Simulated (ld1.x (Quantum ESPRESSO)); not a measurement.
# Hf: a TM potential and its near relatives, part 2 of 2

Aim: generate and test one potential in full, then change a few of its settings and see what happens to hardness, ghosts and transferability.

ld1.x (Quantum ESPRESSO) 7.5; first potential PBE, fully relativistic. Earlier steps stand in the parts before.

## Step 4: Logarithmic derivatives

Taken from the files of the generation run. The phase is arctan(r·u′/u) with u = r·R, unwrapped, with energies in Ry. A pole is an energy at which the radial function vanishes at the test radius. The pseudo phase is shifted by a multiple of π to meet the all-electron one at the reference energy. Levels narrower than the energy grid can be missing from the poles. The last column is the largest difference on the grid between −1 and +1 Ry.

```tsv
channel	radius (bohr)	reference (Ry)	poles AE	poles PS	window around the reference with phases within 0.05 rad (Ry)	largest difference near zero (rad)
s	3.42	-0.38	0.65	-1.58, 0.64, 4.61	-1.5 to 2.0	0.004
p1/2	3.42	-3.02	-3.01, 1.46	-3.01, 1.47	the whole range	0.023
p3/2	3.42	-2.45	-2.43, 1.76	-2.43, 1.72	below 3.3	0.022
d3/2	3.42	-0.22	0.05, 3.52	0.05, 3.55	the whole range	0.003
d5/2	3.42	-0.19	0.11, 3.61	0.11, 3.63	the whole range	0.002
```

Phases (rad) along the scan:

```csv
E (Ry),p1/2 AE,p1/2 PS,d5/2 AE,d5/2 PS
-5.00,1.433,1.433,1.439,1.439
-4.48,1.424,1.424,1.431,1.431
-3.96,1.412,1.412,1.422,1.422
-3.44,1.395,1.395,1.411,1.411
-2.92,-1.728,-1.728,1.397,1.397
-2.40,-1.773,-1.773,1.377,1.377
-1.88,-1.809,-1.809,1.350,1.350
-1.36,-1.865,-1.865,1.304,1.304
-0.84,-1.978,-1.977,1.197,1.197
-0.32,-2.348,-2.340,0.246,0.246
0.20,-3.903,-3.883,-1.630,-1.630
0.72,-4.513,-4.508,-1.856,-1.855
1.24,-4.673,-4.670,-2.265,-2.260
1.76,-4.759,-4.756,-3.851,-3.837
2.28,-4.833,-4.830,-4.449,-4.445
2.80,-4.932,-4.929,-4.605,-4.602
3.32,-5.164,-5.161,-4.681,-4.679
3.84,-6.358,-6.395,-4.735,-4.733
4.36,-7.459,-7.476,-4.785,-4.782
4.88,-7.670,-7.679,-4.846,-4.840
```

## Step 5: Cutoff and ghost test in a Bessel basis

This step uses the generator's waves and projectors in a separate script. Basis: spherical Bessel functions vanishing at 20 bohr, q² up to the cutoff; potential fixed at the reference.

All-electron valence levels (Ry): 6s -0.3756, 5p1/2 -3.0241, 6p1/2 -0.1235, 5p3/2 -2.4532, 6p3/2 -0.0952, 5d3/2 -0.2180, 5d5/2 -0.1851. The lowest levels of each channel (Ry) by cutoff; the last column sums, over occupied levels, occupation times the distance from the level at 400 Ry. A positive value at high cutoff is not a bound level.

```
cutoff (Ry)     s #1     s #2  p1/2 #1  p1/2 #2  p3/2 #1  p3/2 #2  d3/2 #1  d5/2 #1    f #1  Σ f·Δε (mRy)
          8  -0.9686  -0.3724  -2.4518  -0.0865  -2.1254  -0.0743  -0.0700  -0.0641  0.1024        2725.6
         15  -1.5458  -0.3755  -2.9599  -0.1187  -2.3932  -0.0941  -0.1791  -0.1569  0.1024         433.9
         21  -1.5934  -0.3756  -2.9767  -0.1209  -2.3958  -0.0947  -0.2129  -0.1820  0.1024         332.3
         35  -1.5966  -0.3756  -3.0048  -0.1215  -2.4389  -0.0955  -0.2178  -0.1849  0.1024          96.1
         50  -1.5967  -0.3756  -3.0217  -0.1220  -2.4508  -0.0958  -0.2180  -0.1851  0.1024          14.5
         70  -1.5967  -0.3756  -3.0226  -0.1220  -2.4516  -0.0959  -0.2180  -0.1851  0.1024           9.5
         90  -1.5967  -0.3756  -3.0237  -0.1220  -2.4529  -0.0959  -0.2180  -0.1851  0.1024           1.9
        100  -1.5967  -0.3756  -3.0240  -0.1220  -2.4531  -0.0959  -0.2180  -0.1851  0.1024           0.5
        120  -1.5967  -0.3756  -3.0241  -0.1220  -2.4531  -0.0959  -0.2180  -0.1851  0.1024           0.4
        400  -1.5967  -0.3756  -3.0241  -0.1220  -2.4532  -0.0959  -0.2180  -0.1851  0.1024           0.0
```

The sum stays within 10 mRy from 70 Ry and within 1 mRy from 100 Ry. The sum leaves out empty levels, which can need more. Ghost test: ghost state, bound below the all-electron valence or empty levels of the same l: s at -21.7 eV.

## Step 6: Variant: scalar-relativistic; core [Xe] 4f14, valence charge 4; reference 5d2 6s2 6p0; waves now …

In full, the change is: scalar-relativistic; core [Xe] 4f14, valence charge 4; reference 5d2 6s2 6p0; waves now 6s (bound): rc 3.15 bohr; 5d (bound): rc 2.75 bohr; 6p (bound, empty): rc 3.65 bohr; local potential the p channel; core correction none (was Bessel-smoothed model core, default radius (core density twice the valence density)).

Contents of Hf.in:

```
 &input
   title='Hf', zed=72., rel=1, dft='PBE', iswitch=3,
   config='[Xe] 4f14 5d2 6s2 6p0',
   nld=3, rlderiv=3.95, eminld=-2.0, emaxld=5.0, deld=0.02
 /
 &inputp
   pseudotype=2, tm=.true., lloc=1,
   nlcc=.false.,
   file_pseudopw='Hf.UPF', file_wfcaegen='ae.wfc', file_wfcncgen='nc.wfc', file_beta='beta', file_chi='chi'
 /
3
6S  1  0   2.00   0.00  3.15  3.15  0.0
5D  3  2   2.00   0.00  2.75  2.75  0.0
6P  2  1   0.00   0.00  3.65  3.65  0.0
 &test
   configts(1)='5d2 6s2 6p0'
 /
```

Launch:

```bash
ld1.x < Hf.in > Hf.out
```

Output in Hf.out (without the banner and most projector matrices):

```text
     Program LD1 v.7.5
     --------------------------- All-electron run ----------------------------

     Hf
     scalar relativistic calculation

     atomic number is 72.00
     dft =PBE   lsd =0 sic =0 latt =0  beta=0.20 tr2=1.0E-14
     Exchange-correlation= PBE
                           (   1   4   3   4   0   0   0)
     mesh =1271 r(mesh) =  99.31870 a.u. xmin = -7.00 dx = 0.01250
     1 Ry =  13.60569312 eV, c = 137.03599908

     n l     nl                  e(Ry)          e(Ha)          e(eV)
     1 0     1S 1( 2.00)     -4798.6110     -2399.3055    -65288.4286
     2 0     2S 1( 2.00)      -820.6457      -410.3228    -11165.4529
     2 1     2P 1( 6.00)      -720.5158      -360.2579     -9803.1172
     3 0     3S 1( 2.00)      -186.9869       -93.4935     -2544.0869
     3 1     3P 1( 6.00)      -157.0786       -78.5393     -2137.1631
     4 0     4S 1( 2.00)       -37.6716       -18.8358      -512.5485
     4 1     4P 1( 6.00)       -27.8617       -13.9309      -379.0778
     3 2     3D 1(10.00)      -121.7032       -60.8516     -1655.8558
     5 0     5S 1( 2.00)        -4.9256        -2.4628       -67.0155
     5 1     5P 1( 6.00)        -2.6146        -1.3073       -35.5735
     4 2     4D 1(10.00)       -15.1900        -7.5950      -206.6705
     4 3     4F 1(14.00)        -1.2373        -0.6187       -16.8347
     5 2     5D 1( 2.00)        -0.1976        -0.0988        -2.6887
     6 0     6S 1( 2.00)        -0.3754        -0.1877        -5.1082
     6 1     6P 1( 0.00)        -0.1026        -0.0513        -1.3962

     final scf error:  9.5E-15 reached in  28 iterations

     Etot =  -30156.442974 Ry,  -15078.221487 Ha, -410299.308785 eV

     Ekin =   33046.727666 Ry,   16523.363833 Ha,  449623.635342 eV
     Encl =  -74400.522534 Ry,  -37200.261267 Ha,-1012270.677782 eV
     Eh   =   11812.508265 Ry,    5906.254132 Ha,  160717.362466 eV
     Exc  =    -615.156371 Ry,    -307.578186 Ha,   -8369.628810 eV

     normalization and overlap integrals

     s(1S/1S) =  1.000000  <r> =   0.0190  <r2> =    0.0005  r(max) =   0.0120
     s(2S/2S) =  1.000000  <r> =   0.0804  <r2> =    0.0076  r(max) =   0.0679
     s(2P/2P) =  1.000000  <r> =   0.0717  <r2> =    0.0063  r(max) =   0.0556
     s(3S/3S) =  1.000000  <r> =   0.2086  <r2> =    0.0498  r(max) =   0.1917
     s(3P/3P) =  1.000000  <r> =   0.2085  <r2> =    0.0504  r(max) =   0.1893
     s(4S/4S) =  1.000000  <r> =   0.4682  <r2> =    0.2475  r(max) =   0.4375
     s(4P/4P) =  1.000000  <r> =   0.4976  <r2> =    0.2818  r(max) =   0.4599
     s(3D/3D) =  1.000000  <r> =   0.1890  <r2> =    0.0419  r(max) =   0.1550
     s(5S/5S) =  1.000000  <r> =   1.1348  <r2> =    1.4495  r(max) =   1.0109
     s(5P/5P) =  1.000000  <r> =   1.3423  <r2> =    2.0507  r(max) =   1.1599
     s(4D/4D) =  1.000000  <r> =   0.5352  <r2> =    0.3323  r(max) =   0.4716
     s(4F/4F) =  1.000000  <r> =   0.6773  <r2> =    0.5953  r(max) =   0.4542
     s(5D/5D) =  1.000000  <r> =   2.5139  <r2> =    7.9530  r(max) =   1.6876
     s(6S/6S) =  1.000000  <r> =   3.4500  <r2> =   13.5887  r(max) =   2.8888
     s(6P/6P) =  1.000000  <r> =   5.1293  <r2> =   30.7367  r(max) =   4.0484

     ------------------------ End of All-electron run ------------------------

     --------------------- Generating NC pseudopotential ---------------------

      Generating local pot.: lloc=1, matching radius rcloc =   3.6500

      Wfc   6S  rcut= 3.153  Using Troullier-Martins method

      Wfc   5D  rcut= 2.782  Using Troullier-Martins method

     ------------------- End of pseudopotential generation -------------------

     [... the all-electron block is printed once more ...]


     Computing logarithmic derivative in   3.97333
     Computing logarithmic derivative in   3.97333
     Computing the partial wave expansion
     R is outside the sphere for l=    0 j= 0.00
       no projector for channel:   1
     R is outside the sphere for l=    2 j= 0.00

     ---------------------- Testing the pseudopotential ----------------------

     Hf
     scalar relativistic calculation

     atomic number is 72.00   valence charge is  4.00
     dft =PBE   lsd =0 sic =0 latt =0  beta=0.20 tr2=1.0E-14
     mesh =1271 r(mesh) =  99.31870 xmin = -7.00 dx = 0.01250

     n l     nl             e AE (Ry)        e PS (Ry)    De AE-PS (Ry)
     3 2     5D   1( 2.00)       -0.19761       -0.19761        0.00000
     1 0     6S   1( 2.00)       -0.37544       -0.37544        0.00000
     2 1     6P   1( 0.00)       -0.10262       -0.10262        0.00000

     eps = 1.2E-15  iter =  6

     Etot =  -30156.442974 Ry,  -15078.221487 Ha, -410299.308785 eV
     Etotps =    -5.519018 Ry,      -2.759509 Ha,     -75.090064 eV

     Ekin =       4.925934 Ry,       2.462967 Ha,      67.020751 eV
     Encl =      -9.042162 Ry,      -4.521081 Ha,    -123.024884 eV
     Ehrt =       4.853569 Ry,       2.426785 Ha,      66.036172 eV
     Ecxc =      -1.641768 Ry,      -0.820884 Ha,     -22.337393 eV
     Epseu=      -4.614591 Ry,      -2.307296 Ha,     -62.784711 eV

     ---------------------- End of pseudopotential test ----------------------
```

Wall time 2.3 s (1 thread, shared host). (Generation and the later configuration tests together.)

The test run was repeated on this file; only its results are given.

Contents of Hf.test.in:

```
 &input
   title='Hf', zed=72., rel=1, dft='PBE', iswitch=2,
   config='[Xe] 4f14 5d2 6s2 6p0'
 /
 &test
   file_pseudo='Hf.UPF', nconf=8,
   configts(1)='5d2 6s2 6p0',
   configts(2)='5d2 6s1 6p0',
   configts(3)='5d2 6s0 6p0',
   configts(4)='5d1 6s0 6p0',
   configts(5)='5d2.5 6s1.5 6p0',
   configts(6)='5d2 6s0 6p1',
   configts(7)='5d2 6s1.5 6p0',
   configts(8)='5d3 6s0 6p0'
 /
```

Excitation and ionisation energies from 5d2 6s2 6p0, with the error of the potential.

```tsv
valence configuration	charge	ΔE all-electron (eV)	error AE − PS (meV)
5d2 6s1 6p0	+1	7.976	+1.1
5d2 6s0 6p0	+2	22.156	+91
5d1 6s0 6p0	+3	43.950	+213
5d2.5 6s1.5 6p0	0	1.255	+3.9
5d2 6s0 6p1	+1	12.655	+13
5d2 6s1.5 6p0	+0.5	3.254	-1.0
5d3 6s0 6p0	+1	9.989	+91
```

Compared with the first run, the loose cutoff goes from 70 Ry to 18 Ry, the largest error in the tests that it solved is +213 meV (5d1 6s0 6p0) and the bound ghost is gone.

## Step 7: All runs side by side

This closing draws on all 2 parts.

Cutoffs, loose and tight: the cutoffs (Ry, on a coarse ladder) from which the occupation-weighted sum of valence levels, in a spherical-Bessel basis at the reference potential, stays within 10 and 1 mRy of its value at 400 Ry; empty and scattering waves don't count. The number of plane waves in a given cell goes as the cutoff to the power 3/2; it is given for the loose cutoff, relative to the first potential. Test errors are all-electron less pseudo; runs with another core, reference, functional or relativity have tests of their own. The phase difference is the largest within 1 Ry of zero, over the channels with partial waves.

| change | outcome | cutoff, loose | cutoff, tight | plane waves, relative | bound ghosts | largest test error (meV) | phase difference near zero (rad) |
| --- | --- | --- | --- | --- | --- | --- | --- |
| first potential | generated | 70 Ry | 100 Ry | 1.00 | s | -50 | 0.023 |
| scalar-relativistic; core [Xe] 4f14, valence charge 4; reference 5d2 6s2 6p0; waves now 6s (bound): rc 3.15 bohr; 5d (bound): rc 2.75 bohr; 6p (bound, empty): rc 3.65 bohr; local potential the p channel; core correction none (was Bessel-smoothed model core, default radius (core density twice the valence density)) | generated | 18 Ry | 25 Ry | 0.13 | none | +213 | 0.472 |

**Reading.** The softest is the variant "scalar-relativistic; core [Xe] 4f14, valence charge 4; reference 5d2 6s2 6p0 …", at 18 Ry; the highest cutoff read, 70 Ry, costs 7.7 times the plane waves. 1 of the 2 potentials written has a bound ghost.

The first potential by itself. It has a bound ghost (s), a state that the atom doesn't have, and that rules the file out. By total energies transferability is fair: the largest error is 50 meV on 43.9 eV, for 5p6 5d1 6s0 6p0. It counts as of middling hardness, with 70 Ry needed at the looser tolerance. The slowest occupied level is 5p: taken alone it needs 80 Ry to come within 1 mRy, against 30 Ry for 5d.
